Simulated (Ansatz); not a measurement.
# H6NSbSi: basis-set convergence

One table from this session's results is given with a row withheld; the runs are named, their logs left out.

The runs use Ansatz 0.2.0, Gaussian basis; one geometry, several basis sets.

Levels to be run: PBE0-D4/def2-SVP; ωB97M-V/def2-SVP; PBE0-D4/def2-QZVPP; ωB97M-V/def2-QZVPP; the functionals' def2-TZVPP values are taken from earlier runs.

### The geometry

The geometry comes from an earlier relaxation with PBE0-D4 in a triple-zeta def2 set; it is a stationary point, not always the lowest conformer. Sb takes the def2 core potential; no spin-orbit term is included.

SMILES `N[SiH2][SbH2]`, 9 atoms, charge 0, spin multiplicity 1.

Atoms are counted from 1 here; the program's logs count them from 0.

Bond lengths: N1–Si2 1.722 Å, N1–H4 1.007 Å, N1–H5 1.008 Å, Si2–Sb3 2.576 Å, Si2–H6 1.487 Å, Si2–H7 1.494 Å, Sb3–H8 1.712 Å, Sb3–H9 1.710 Å. Angles: Si2–N1–H4 119.9°, Si2–N1–H5 119.6°, H4–N1–H5 111.0°, N1–Si2–Sb3 106.8°, N1–Si2–H6 106.8°, N1–Si2–H7 115.7°, Sb3–Si2–H6 110.0°, Sb3–Si2–H7 110.2°, H6–Si2–H7 107.3°, Si2–Sb3–H8 89.4°, Si2–Sb3–H9 91.9°, H8–Sb3–H9 91.0°.

The first run:

in.yaml

```yaml
crystal:
  periodic: [false, false, false]
  atoms:
    - {symbol: N, position_ang: [-0.727025, 0.662282, -1.287817]}
    - {symbol: Si, position_ang: [0.217518, 0.661564, 0.152379]}
    - {symbol: Sb, position_ang: [-0.491204, -1.410903, 1.508971]}
    - {symbol: H, position_ang: [-0.679219, -0.120080, -1.920446]}
    - {symbol: H, position_ang: [-0.868911, 1.524165, -1.790167]}
    - {symbol: H, position_ang: [-0.132936, 1.900911, 0.896305]}
    - {symbol: H, position_ang: [1.697944, 0.666299, -0.045213]}
    - {symbol: H, position_ang: [0.026745, -2.410574, 0.218905]}
    - {symbol: H, position_ang: [1.045588, -1.519966, 2.250082]}
basis:
  gaussian: {orbitals: def2-SVP}
hamiltonian: {xc: pbe0, dispersion: d4}
output: {orbitals: {seedname: orbitals}}
```

On the command line:

```
ansatz run in.yaml --threads 2 --pin off --events-out ev --progress --plain --max-ram 4352MiB
```

Steps of the session up to this table: PBE0-D4 in def2-SVP; ωB97M-V in def2-SVP; PBE0-D4 in def2-QZVPP; ωB97M-V in def2-QZVPP.

One table of the session follows, with a row left open; its other results are not shown here.

It belongs to the step «Functionals by basis». 

```
functional       basis  HOMO (eV)  LUMO (eV)
   PBE0-D4    def2-SVP      -6.71      -0.06
   PBE0-D4  def2-TZVPP          ?          ?
   PBE0-D4  def2-QZVPP      -6.84      -0.44
   ωB97M-V    def2-SVP      -8.70       1.77
   ωB97M-V  def2-TZVPP      -8.82       1.30
   ωB97M-V  def2-QZVPP      -8.85       1.01
```

Q: Estimate the row for PBE0-D4, def2-TZVPP from the others.

**Answer.** HOMO (eV): -6.81; LUMO (eV): -0.33. In the column «HOMO (eV)» it lies between PBE0-D4, def2-QZVPP (-6.84) and PBE0-D4, def2-SVP (-6.71).
